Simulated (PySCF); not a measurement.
# C5H14OSi: geometry, NMR shifts, electronic excitations and core binding energies, part 2 of 2

PySCF 2.14.0. Atoms count from 0. Earlier steps stand in the parts before.

### Step 6. Core-electron binding energies: SCAN, X2C

What the job is given:

```
{"job": {"kind": "xps"}, "charge": 0, "multiplicity": 1}
C      3.058462    -0.174503     0.757059
C      1.768046    -0.489333     0.035206
O      0.737736     0.315400     0.542582
Si    -0.869834     0.216473     0.065559
C     -1.754562     1.517229     1.071386
C     -1.009102     0.571446    -1.773033
C     -1.539588    -1.497589     0.440012
H      2.948266    -0.361352     1.835740
H      3.884980    -0.793719     0.376319
H      3.322970     0.884915     0.622057
H      1.896977    -0.319346    -1.052538
H      1.524954    -1.564013     0.157589
H     -1.332340     2.514603     0.873856
H     -1.650149     1.313292     2.148224
H     -2.828829     1.545789     0.830568
H     -0.478442    -0.182818    -2.375550
H     -2.063300     0.568509    -2.093846
H     -0.584548     1.558537    -2.014938
H     -1.025567    -2.276052    -0.145808
H     -1.420378    -1.741229     1.507424
H     -2.612822    -1.557074     0.196942
```

With the program's defaults for keys left out, this is: delta-SCF UKS SCAN, pcX-2 on the ionised atom, pcseg-1 elsewhere, spin-free X2C.

The program printed:

```text
ground state, core basis on atom 0 (C), 203 functions
  cycle   1  E = -564.04205760  |g| = 8.97e-01
  cycle   2  E = -563.79024433  |g| = 1.40e+00
  cycle   3  E = -564.21827342  |g| = 2.70e-01
  cycle   4  E = -564.23381816  |g| = 3.36e-02
  cycle   5  E = -564.23408473  |g| = 9.41e-03
  cycle   6  E = -564.23410041  |g| = 3.74e-03
  cycle   7  E = -564.23410639  |g| = 1.07e-03
  cycle   8  E = -564.23410598  |g| = 2.86e-04
  E(ground) = -564.28144636 Eh
hole in C 1s of atom 0
  cycle   1  E = -553.00358791  |g| = 1.50e+00
  cycle   2  E = -552.48777643  |g| = 1.72e+00
  cycle   3  E = -553.52002282  |g| = 3.22e-01
  cycle   4  E = -553.54441355  |g| = 1.98e-01
  cycle   5  E = -553.55876510  |g| = 4.88e-02
  cycle   6  E = -553.55956410  |g| = 1.02e-02
  cycle   7  E = -553.55961241  |g| = 5.40e-03
  cycle   8  E = -553.55963138  |g| = 1.52e-03
  cycle   9  E = -553.55963194  |g| = 8.42e-04
  cycle  10  E = -553.55963365  |g| = 3.09e-04
  E(ion) = -553.60617575 Eh   <S^2> = 0.7676   hole on atom = 1.000   binding energy = 290.489 eV
ground state, core basis on atom 1 (C), 203 functions
  cycle   1  E = -564.23620390  |g| = 5.82e-02
  cycle   2  E = -564.23618013  |g| = 2.10e-02
  cycle   3  E = -564.23620315  |g| = 1.86e-02
  cycle   4  E = -564.23628992  |g| = 1.47e-03
  cycle   5  E = -564.23628943  |g| = 6.94e-04
  cycle   6  E = -564.23628946  |g| = 4.81e-05
  E(ground) = -564.28331895 Eh
hole in C 1s of atom 1
  cycle   1  E = -552.94632516  |g| = 1.51e+00
  cycle   2  E = -550.90446889  |g| = 2.45e+00
  cycle   3  E = -553.33124147  |g| = 6.18e-01
  cycle   4  E = -553.43981847  |g| = 4.16e-01
  cycle   5  E = -553.50113898  |g| = 1.26e-01
  cycle   6  E = -553.50636445  |g| = 4.15e-02
  cycle   7  E = -553.50723451  |g| = 8.68e-03
  cycle   8  E = -553.50728081  |g| = 3.95e-03
  cycle   9  E = -553.50729269  |g| = 1.89e-03
  cycle  10  E = -553.50729602  |g| = 8.83e-04
  cycle  11  E = -553.50729631  |g| = 3.21e-04
  E(ion) = -553.55334611 Eh   <S^2> = 0.7726   hole on atom = 1.000   binding energy = 291.977 eV
ground state, core basis on atom 2 (O), 203 functions
  cycle   1  E = -564.26525210  |g| = 9.98e-02
  cycle   2  E = -564.26438157  |g| = 8.23e-02
  cycle   3  E = -564.26499867  |g| = 5.94e-02
  cycle   4  E = -564.26560138  |g| = 5.56e-03
  cycle   5  E = -564.26560959  |g| = 8.50e-04
  cycle   6  E = -564.26560934  |g| = 1.38e-04
  E(ground) = -564.31084983 Eh
hole in O 1s of atom 2
  cycle   1  E = -543.68440933  |g| = 2.23e+00
  cycle   2  E = -543.08542625  |g| = 2.29e+00
  cycle   3  E = -544.45281619  |g| = 4.44e-01
  cycle   4  E = -544.50743202  |g| = 1.58e-01
  cycle   5  E = -544.52010204  |g| = 4.67e-02
  cycle   6  E = -544.52114419  |g| = 7.71e-03
  cycle   7  E = -544.52117199  |g| = 2.64e-03
  cycle   8  E = -544.52117408  |g| = 1.02e-03
  cycle   9  E = -544.52117625  |g| = 3.44e-04
  E(ion) = -544.56667251 Eh   <S^2> = 0.7619   hole on atom = 1.000   binding energy = 537.266 eV
ground state, core basis on atom 3 (Si), 214 functions
  cycle   1  E = -564.33673712  |g| = 2.99e-01
  cycle   2  E = -564.33395079  |g| = 1.54e-01
  cycle   3  E = -564.33246368  |g| = 1.73e-01
  cycle   4  E = -564.33805658  |g| = 1.59e-02
  cycle   5  E = -564.33809788  |g| = 2.30e-03
  cycle   6  E = -564.33809810  |g| = 3.85e-04
  E(ground) = -564.34451074 Eh
hole in Si 1s of atom 3
  cycle   1  E = -495.41971437  |g| = 4.35e+00
  cycle   2  E = -495.39475760  |g| = 2.23e+00
  cycle   3  E = -496.03068519  |g| = 8.98e-01
  cycle   4  E = -496.43547465  |g| = 3.34e-01
  cycle   5  E = -496.46527099  |g| = 1.95e-01
  cycle   6  E = -496.48147180  |g| = 3.25e-02
  cycle   7  E = -496.48177849  |g| = 1.35e-02
  cycle   8  E = -496.48187021  |g| = 3.22e-03
  cycle   9  E = -496.48187692  |g| = 7.18e-04
  cycle  10  E = -496.48187647  |g| = 1.90e-04
  E(ion) = -496.49584647 Eh   <S^2> = 0.7521   hole on atom = 1.000   binding energy = 1846.256 eV
hole in Si 2p of atom 3
  cycle   1  E = -560.08071241  |g| = 1.25e+00
  cycle   2  E = -559.85563081  |g| = 1.22e+00
  cycle   3  E = -560.35587781  |g| = 3.25e-01
  cycle   4  E = -560.40382305  |g| = 1.34e-01
  cycle   5  E = -560.40858475  |g| = 7.12e-02
  cycle   6  E = -560.41080578  |g| = 9.97e-03
  cycle   7  E = -560.41084207  |g| = 5.05e-03
  cycle   8  E = -560.41085536  |g| = 5.30e-04
  cycle   9  E = -560.41085462  |g| = 3.27e-04
  E(ion) = -560.42810557 Eh   <S^2> = 0.7514   hole on atom = 1.003   binding energy = 106.571 eV
  2p3/2 = 106.321 eV   2p1/2 = 106.946 eV
ground state, core basis on atom 4 (C), 203 functions
  cycle   1  E = -564.23355898  |g| = 6.27e-02
  cycle   2  E = -564.23351178  |g| = 3.27e-02
  cycle   3  E = -564.23365377  |g| = 2.34e-02
  cycle   4  E = -564.23376381  |g| = 7.17e-03
  cycle   5  E = -564.23377325  |g| = 9.21e-04
  cycle   6  E = -564.23377498  |g| = 2.81e-04
  E(ground) = -564.28126845 Eh
hole in C 1s of atom 4
  cycle   1  E = -553.01574738  |g| = 1.50e+00
  cycle   2  E = -552.50735622  |g| = 1.70e+00
  cycle   3  E = -553.54620493  |g| = 3.02e-01
  cycle   4  E = -553.57743378  |g| = 1.10e-01
  cycle   5  E = -553.58208667  |g| = 4.71e-02
  cycle   6  E = -553.58277862  |g| = 1.99e-02
  cycle   7  E = -553.58292927  |g| = 6.49e-03
  cycle   8  E = -553.58295345  |g| = 1.22e-03
  cycle   9  E = -553.58295392  |g| = 6.21e-04
  cycle  10  E = -553.58295540  |g| = 2.71e-04
  E(ion) = -553.62938751 Eh   <S^2> = 0.7669   hole on atom = 1.000   binding energy = 289.852 eV
```

Run time: 92 s. Hardware: 1 thread, shared host.

The holes in one table. −ε is the ground-state orbital energy:

| hole | stands for | environment | ΔSCF (eV; 2p as the shell's mean) | −ε (eV) | ⟨S²⟩ | measured (eV) |
| --- | --- | --- | --- | --- | --- | --- |
| C1s on C0 | C0 | methyl carbon | 290.49 | 273.3 | 0.768 | – |
| C1s on C1 | C1 | sp3 CH2 bonded to O | 291.98 | 274.9 | 0.773 | – |
| O1s on O2 | O2 | oxygen bonded to C, Si | 537.27 | 516.0 | 0.762 | – |
| Si1s on Si3 | Si3 | silicon bonded to 3 C, O | 1846.26 | 1793.2 | 0.752 | – |
| Si2p on Si3 | Si3 | silicon bonded to 3 C, O | 106.53 | 95.9 | 0.751 | 106.29 |
| C1s on C4 | C4, C5, C6 | methyl carbon bonded to Si | 289.85 | 272.9 | 0.767 | – |

Measured: gas; Motozaki, Otsuka, Endo, Chong, Polym. J. 2004, 36, 600.

Each hole run stands for the others of its class of like atoms.

With the spin-orbit splitting: Si3 2p3/2 106.32, 2p1/2 106.95 eV. The table gives each 2p level as the mean over the whole 2p shell (two parts 2p3/2, one part 2p1/2), which differs a little from the single hole in the log.

### Step 7. Run by run: NMR shifts

Shifts (ppm) of some atoms, chosen among heavy atoms and hydrogens apart, means over like atoms, with basis size and wall time (the measured row can stand on another reference than the computed rows):

| run | C1 | C0 | C4 | H10 | H7 | O2 | Si3 | functions | time |
| --- | --- | --- | --- | --- | --- | --- | --- | --- | --- |
| PBE0/pcSseg-1 | 59.5 | 20.5 | -1.3 | 3.53 | 1.23 | 55.9 | 20.9 | 196 | 24 s |
| B3LYP/pcSseg-1 | 60.9 | 21.2 | -1.6 | 3.58 | 1.25 | 62.3 | 17.7 | 196 | 23 s |
| measured | – | – | – | – | – | – | 14.7 | – | – |

Measured: liquid, neat; T. M. Alam, M. Henry, Phys. Chem. Chem. Phys. (a906445a), supplement.

### Step 8. Summary of results

What follows sums up all 2 parts.

```
                                                               quantity                               value
                                                            point group                                  C1
                                   rotational constants (main isotopes)                2.91, 1.21, 1.19 GHz
¹³C shifts against TMS (PBE0/pcSseg-1, means over atoms taken as alike)                59.5, 20.5, -1.3 ppm
 ¹H shifts against TMS (PBE0/pcSseg-1, means over atoms taken as alike)                3.53, 1.23, 0.08 ppm
                                 ¹⁷O shifts against H2O (PBE0/pcSseg-1)                            55.9 ppm
                                ²⁹Si shifts against TMS (PBE0/pcSseg-1)                            20.9 ppm
                               measured, and computed on the same scale                Si3 δ 14.7, 20.9 ppm
                                     lowest singlet (wB97X-D/def2-SVPD)         7.57 eV (164 nm), f = 0.010
                               brightest single state of those computed         state 7, 8.75 eV, f = 0.098
                                                         lowest triplet                             7.49 eV
                                      vertical ionisation energy (ΔSCF)                             9.55 eV
                                       C1s binding energies, SCAN/pcX-2  C1 291.98, C0 290.49, C4 289.85 eV
                                       O1s binding energies, SCAN/pcX-2                        O2 537.27 eV
                                      Si1s binding energies, SCAN/pcX-2                      Si3 1846.26 eV
                                      Si2p binding energies, SCAN/pcX-2                       Si3 106.53 eV
                                               range of the shift of O2                    55.9 to 62.3 ppm
```

**Reading.** The most deshielded carbon is C1 (sp3 CH2 bonded to O), at 59.5 ppm: pulled downfield by the heteroatom. The most deshielded hydrogen is H10, H11 (mean) (hydrogen on an sp3 CH2 bonded to O), at 3.53 ppm: its carbon carries O, an electronegative neighbour. The one measured ²⁹Si shift is missed by +6.3 ppm (computed less measured, unscaled). Vibration, temperature and solvent are missing from the calculation, and it holds one conformer, so part of the miss against the measured shifts is not the functional's. The lowest singlet, at 7.57 eV, is HOMO→LUMO 0.84 and is weak; of the 10 states computed, the strongest absorption comes from state 7 at 8.75 eV. The lowest triplet lies 0.08 eV below the lowest singlet (triplets in Tamm-Dancoff, singlets in full TDDFT). At wB97X-D/def2-SVPD, the highest states lie near or above the ionisation energy, where they hang on the basis. C1 (sp3 CH2 bonded to O) binds its C1s electron 2.12 eV more tightly than C4 (methyl carbon bonded to Si). At SCAN/pcX-2 the measured binding energy compared here is missed by +0.24 eV. Across the 2 runs the shift of O2 moves most, between 55.9 (PBE0/pcSseg-1) and 62.3 ppm (B3LYP/pcSseg-1).
